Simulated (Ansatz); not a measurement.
# CH7BGaNO: the cost of one run

Method: the settings change from run to run; program: Ansatz 0.2.0, Gaussian basis.

## 1. The geometry

An earlier PBE0-D4 in a triple-zeta def2 set relaxation fixed the geometry.

SMILES `C[BH][Ga]([NH2])[OH]`, 12 atoms, charge 0, spin multiplicity 1.

Atoms are counted from 1 here; the program's logs count them from 0.

Bond lengths: C1–B2 1.551 Å, C1–H6 1.091 Å, C1–H7 1.093 Å, C1–H8 1.106 Å, B2–Ga3 2.086 Å, B2–H9 1.201 Å, Ga3–N4 1.825 Å, Ga3–O5 1.803 Å, N4–H10 1.006 Å, N4–H11 1.005 Å, O5–H12 0.959 Å. Angles: B2–C1–H6 116.6°, B2–C1–H7 114.5°, B2–C1–H8 102.7°, H6–C1–H7 110.3°, H6–C1–H8 106.1°, H7–C1–H8 105.3°, C1–B2–Ga3 123.1°, C1–B2–H9 117.9°, Ga3–B2–H9 118.9°, B2–Ga3–N4 128.1°, B2–Ga3–O5 118.1°, N4–Ga3–O5 113.8°, Ga3–N4–H10 124.5°, Ga3–N4–H11 123.8°, H10–N4–H11 111.4°, Ga3–O5–H12 114.4°.

## 2. B97/def2-TZVPD

This run has atoms shaken by 0.15 Å, a grid of angular degree 47.

The input, in.yaml:

```yaml
crystal:
  periodic: [false, false, false]
  atoms:
    - {symbol: C, position_ang: [1.124077, 1.899397, -0.430421]}
    - {symbol: B, position_ang: [1.288079, 0.327242, -0.302623]}
    - {symbol: Ga, position_ang: [-0.671738, -0.897077, -0.293362]}
    - {symbol: N, position_ang: [-1.262695, -1.637158, 1.081701]}
    - {symbol: O, position_ang: [-1.612684, -0.705685, -1.749341]}
    - {symbol: H, position_ang: [0.526203, 2.453663, -0.516581]}
    - {symbol: H, position_ang: [2.254115, 2.193192, -0.921490]}
    - {symbol: H, position_ang: [1.172954, 2.187186, 0.795015]}
    - {symbol: H, position_ang: [2.344128, -0.422210, 0.048979]}
    - {symbol: H, position_ang: [-2.102947, -2.171982, 1.031861]}
    - {symbol: H, position_ang: [-1.251074, -1.833073, 2.218920]}
    - {symbol: H, position_ang: [-2.416011, -1.069009, -1.454419]}
basis:
  gaussian: {orbitals: def2-TZVPD, final_grid: {core_spheres: 20, valence_spheres: 16, degree: 47}}
hamiltonian: {xc: {name: B97}}
output: {forces: true}
```

Started as:

```sh
ansatz run in.yaml --threads 2 --pin off --events-out ev --progress --plain --max-ram 22528MiB --backend cpu
```

Q: Estimate wall time and peak memory on 2 threads of AMD EPYC 7R13, shared host.

About 13 s, with a peak of 0.94 GiB.
